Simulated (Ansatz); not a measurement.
**ClFH₃NOSi: small, medium and large basis sets**

An exercise on one series of results from a longer session: the logs are not shown, and one member is left open.

The runs use Ansatz 0.2.0, Gaussian basis; one geometry, several basis sets.

Plan: PBE0-D4/def2-SVP; ωB97M-V/def2-SVP; PBE0-D4/def2-QZVPP; ωB97M-V/def2-QZVPP; the functionals' def2-TZVPP values are taken from earlier runs.

## The geometry

The geometry comes from an earlier relaxation with PBE0-D4 in a triple-zeta def2 set; it is a stationary point, not always the lowest conformer.

SMILES `N[Si](O)(F)Cl`, 8 atoms, charge 0, spin multiplicity 1.

Atoms are counted from 1 here; the program's logs count them from 0.

Bond lengths: N1–Si2 1.687 Å, N1–H6 1.006 Å, N1–H7 1.007 Å, Si2–O3 1.622 Å, Si2–F4 1.583 Å, Si2–Cl5 2.038 Å, O3–H8 0.958 Å. Angles: Si2–N1–H6 120.7°, Si2–N1–H7 120.9°, H6–N1–H7 112.3°, N1–Si2–O3 111.9°, N1–Si2–F4 115.0°, N1–Si2–Cl5 106.7°, O3–Si2–F4 103.4°, O3–Si2–Cl5 113.3°, F4–Si2–Cl5 106.6°, Si2–O3–H8 117.0°.

The first run:

The input, in.yaml:

```yaml
crystal:
  periodic: [false, false, false]
  atoms:
    - {symbol: N, position_ang: [-0.731282, 0.739166, 0.597377]}
    - {symbol: Si, position_ang: [0.242615, -0.124384, -0.475791]}
    - {symbol: O, position_ang: [0.465195, -1.655750, 0.009021]}
    - {symbol: F, position_ang: [-0.349306, -0.283569, -1.935601]}
    - {symbol: Cl, position_ang: [1.981518, 0.922691, -0.663329]}
    - {symbol: H, position_ang: [-0.683331, 1.743200, 0.640719]}
    - {symbol: H, position_ang: [-1.633673, 0.387964, 0.874410]}
    - {symbol: H, position_ang: [0.800466, -1.786219, 0.897292]}
basis:
  gaussian: {orbitals: def2-SVP}
hamiltonian: {xc: pbe0, dispersion: d4}
output: {orbitals: {seedname: orbitals}}
```

Launch:

```bash
$ ansatz run in.yaml --threads 4 --pin off --events-out ev --progress --plain --max-ram 10444MiB
```

Among the steps run: PBE0-D4 in def2-SVP; ωB97M-V in def2-SVP; PBE0-D4 in def2-QZVPP; ωB97M-V in def2-QZVPP.

One of the session's tables, all rows but one given; the rest of the session is left out.

It belongs to the step «Density functionals: the series». 

```
functional       basis  HOMO (eV)  LUMO (eV)
   PBE0-D4    def2-SVP      -8.13       1.09
   PBE0-D4  def2-TZVPP      -8.35       0.45
   PBE0-D4  def2-QZVPP      -8.40       0.05
   ωB97M-V    def2-SVP     -10.52       2.75
   ωB97M-V  def2-TZVPP     -10.76       1.90
   ωB97M-V  def2-QZVPP          ?          ?
```

Q: Estimate the row for ωB97M-V, def2-QZVPP from the others.

**Answer.** HOMO (eV): -10.82; LUMO (eV): 1.30. In the column «HOMO (eV)» it is the lowest.
